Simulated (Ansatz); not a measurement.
**CH6AlNS: small, medium and large basis sets**

An exercise on one series of results from a longer session: the logs are not shown, and one member is left open.

Method: one geometry, several basis sets; program: Ansatz 0.2.0, Gaussian basis.

Plan: PBE0-D4/def2-SVP; ωB97M-V/def2-SVP; PBE0-D4/def2-QZVPP; ωB97M-V/def2-QZVPP; the functionals' def2-TZVPP values are taken from earlier runs.

## Structure used throughout

An earlier PBE0-D4 in a triple-zeta def2 set relaxation fixed the geometry.

SMILES `NC[S][AlH2]`, 10 atoms, charge 0, spin multiplicity 1.

Atoms are counted from 1 here; the program's logs count them from 0.

Bond lengths: N1–C2 1.439 Å, N1–H5 1.012 Å, N1–H6 1.013 Å, C2–S3 1.833 Å, C2–H7 1.091 Å, C2–H8 1.097 Å, S3–Al4 2.168 Å, Al4–H9 1.580 Å, Al4–H10 1.586 Å. Angles: C2–N1–H5 111.2°, C2–N1–H6 110.8°, H5–N1–H6 108.4°, N1–C2–S3 110.2°, N1–C2–H7 108.7°, N1–C2–H8 115.5°, S3–C2–H7 106.0°, S3–C2–H8 108.1°, H7–C2–H8 107.9°, C2–S3–Al4 101.3°, S3–Al4–H9 118.2°, S3–Al4–H10 117.3°, H9–Al4–H10 124.6°.

Set-up of the first run:

in.yaml reads:

```yaml
crystal:
  periodic: [false, false, false]
  atoms:
    - {symbol: N, position_ang: [-0.639641, 1.524242, 0.837460]}
    - {symbol: C, position_ang: [-0.122242, 0.187362, 0.965408]}
    - {symbol: S, position_ang: [-1.103806, -0.972010, -0.059794]}
    - {symbol: Al, position_ang: [0.321037, -1.476272, -1.614261]}
    - {symbol: H, position_ang: [-0.442744, 1.907272, -0.078227]}
    - {symbol: H, position_ang: [-0.231856, 2.135482, 1.534317]}
    - {symbol: H, position_ang: [-0.251904, -0.141341, 1.997836]}
    - {symbol: H, position_ang: [0.935592, 0.063110, 0.701285]}
    - {symbol: H, position_ang: [-0.126122, -2.498910, -2.732718]}
    - {symbol: H, position_ang: [1.744787, -0.780133, -1.548407]}
basis:
  gaussian: {orbitals: def2-SVP}
hamiltonian: {xc: pbe0, dispersion: d4}
output: {orbitals: {seedname: orbitals}}
```

Steps of the session up to this table: PBE0-D4 in def2-SVP; ωB97M-V in def2-SVP; PBE0-D4 in def2-QZVPP; ωB97M-V in def2-QZVPP.

One of the session's tables, all rows but one given; the rest of the session is left out.

It belongs to the step «Density functionals: the series». 

```
functional       basis  HOMO (eV)
   PBE0-D4    def2-SVP      -6.90
   PBE0-D4  def2-TZVPP          ?
   PBE0-D4  def2-QZVPP      -7.17
   ωB97M-V    def2-SVP      -9.17
   ωB97M-V  def2-TZVPP      -9.39
   ωB97M-V  def2-QZVPP      -9.43
```

Q: Estimate the row for PBE0-D4, def2-TZVPP from the others.

**Answer.** HOMO (eV): -7.13. In the column «HOMO (eV)» it lies between PBE0-D4, def2-QZVPP (-7.17) and PBE0-D4, def2-SVP (-6.90).
